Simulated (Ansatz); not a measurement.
Crystal: Ti3S2.

```
Ti S
1.0
     2.71311    1.56642    3.23762
    -2.71311    1.56642    3.23762
     0.00000   -3.13283    3.23762
Ti S
3 2
Direct
  0.00000 0.33565 0.66434
  0.66434 0.00000 0.33565
  0.33565 0.66434 0.00000
  0.16784 0.16784 0.16784
  0.83216 0.83216 0.83216
```

The cell comes from a database or a generator and needn't be the stable form of this composition.

Base run:

| Item | Value |
| --- | --- |
| Program | Ansatz 0.2.0 |
| Functional | PBEsol |
| Potentials or basis | Ansatz PAW |
| Cutoff | 420 eV |
| Density cutoff | 1680 eV |
| k mesh | 6 × 6 × 6 |
| Occupations | fermi-dirac, width 0.05 eV |
| Spin | no spin polarisation |
| Hubbard terms | Ti d U = 5 eV |

Its results: band gap on the k mesh none (metal or under the smearing width); pressure 3.1 GPa; largest force 0.337 eV/Å.

Q: The run is repeated on the same cell with these changes: hubbard terms from Ti d U = 5 eV to Ti d U = 1 eV. What comes out?

A: Band gap on the k mesh none (metal or under the smearing width); pressure -3.5 GPa; largest force 0.036 eV/Å.

Caveats: U without spin polarisation on a metal has little footing; the PAW data sets come from PBE, with cores solved anew for the run's functional, which leaves a small shift of forces and pressure; the density of states is complete only up to the lowest level of the last band computed.

Not every run made on this cell is shown here.
